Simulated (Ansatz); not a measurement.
# Ge(eta1-allyl)2H2 (C6H12Ge): trial inputs and their diagnosis

Aim: try 1 input for Ge(eta1-allyl)2H2 (C6H12Ge) as typed, read how each ends, and find what has to change.

The runs use Ansatz 0.2.0, Gaussian basis; the settings change from run to run.

2 further runs of the same task are left out: 2 set aside as unsound or not needed.

**1. The relaxed structure**

The structure was relaxed beforehand with PBE-D4/def2-SVP.

19 atoms, charge 0, spin multiplicity 1.

Atoms are counted from 1 here; the program's logs count them from 0.

Bond lengths: Ge1–C2 1.994 Å, Ge1–C10 1.994 Å, Ge1–H18 1.555 Å, Ge1–H19 1.555 Å, C2–C3 1.494 Å, C2–H5 1.111 Å, C2–H6 1.110 Å, C3–C4 1.347 Å, C3–H7 1.106 Å, C4–H8 1.103 Å, C4–H9 1.101 Å, C10–C11 1.494 Å, C10–H13 1.111 Å, C10–H14 1.110 Å, C11–C12 1.347 Å, C11–H15 1.106 Å, C12–H16 1.103 Å, C12–H17 1.101 Å. Angles: C2–Ge1–C10 110.8°, C2–Ge1–H18 109.7°, C2–Ge1–H19 108.9°, C10–Ge1–H18 109.0°, C10–Ge1–H19 109.7°, H18–Ge1–H19 108.9°, Ge1–C2–C3 111.2°, Ge1–C2–H5 106.5°, Ge1–C2–H6 107.4°, C3–C2–H5 111.7°, C3–C2–H6 111.8°, H5–C2–H6 108.0°, C2–C3–C4 125.8°, C2–C3–H7 115.8°, C4–C3–H7 118.4°, C3–C4–H8 121.5°, C3–C4–H9 121.4°, H8–C4–H9 117.1° and more.

**2. Attempt 1**

in.yaml reads:

```yaml
crystal:
  periodic: [false, false, false]
  atoms:
    - {symbol: Ge, position_ang: [-0.317539, 0.003008, -0.227427]}
    - {symbol: C, position_ang: [-0.347823, -0.164522, 1.758899]}
    - {symbol: C, position_ang: [-1.747320, -0.137411, 2.282110]}
    - {symbol: C, position_ang: [-2.442344, -1.201365, 2.729835]}
    - {symbol: H, position_ang: [0.255079, 0.679554, 2.156412]}
    - {symbol: H, position_ang: [0.171000, -1.110056, 2.020400]}
    - {symbol: H, position_ang: [-2.251008, 0.847367, 2.257985]}
    - {symbol: H, position_ang: [-1.991947, -2.207655, 2.772845]}
    - {symbol: H, position_ang: [-3.484260, -1.103595, 3.071102]}
    - {symbol: C, position_ang: [1.554823, 0.154648, -0.895086]}
    - {symbol: C, position_ang: [1.598935, 0.138321, -2.388657]}
    - {symbol: C, position_ang: [1.810389, 1.206045, -3.182857]}
    - {symbol: H, position_ang: [2.115885, -0.699099, -0.458867]}
    - {symbol: H, position_ang: [1.980081, 1.092369, -0.481058]}
    - {symbol: H, position_ang: [1.402089, -0.840600, -2.865120]}
    - {symbol: H, position_ang: [2.005075, 2.207543, -2.762795]}
    - {symbol: H, position_ang: [1.795020, 1.117019, -4.279866]}
    - {symbol: H, position_ang: [-1.111231, 1.269012, -0.657833]}
    - {symbol: H, position_ang: [-0.994913, -1.250592, -0.850011]}
basis:
  gaussian: {orbitals: "6-31G*"}
hamiltonian: {xc: {name: wB97}}
scf: {max_iter: 3}
output: {forces: true}
```

Launch:

```console
$ ansatz run in.yaml --threads 4 --pin off --events-out ev --progress --plain --max-ram 8704MiB
```

**Question.** What will the summary of the whole plan be?

The runs gave:

```
attempt        level    ended                                            cause    time
      1  wB97/6-31G*  refused  the input holds a key that doesn't belong there  0.05 s
```

**Reading.** 1 refused. A refusal costs next to no computing time.
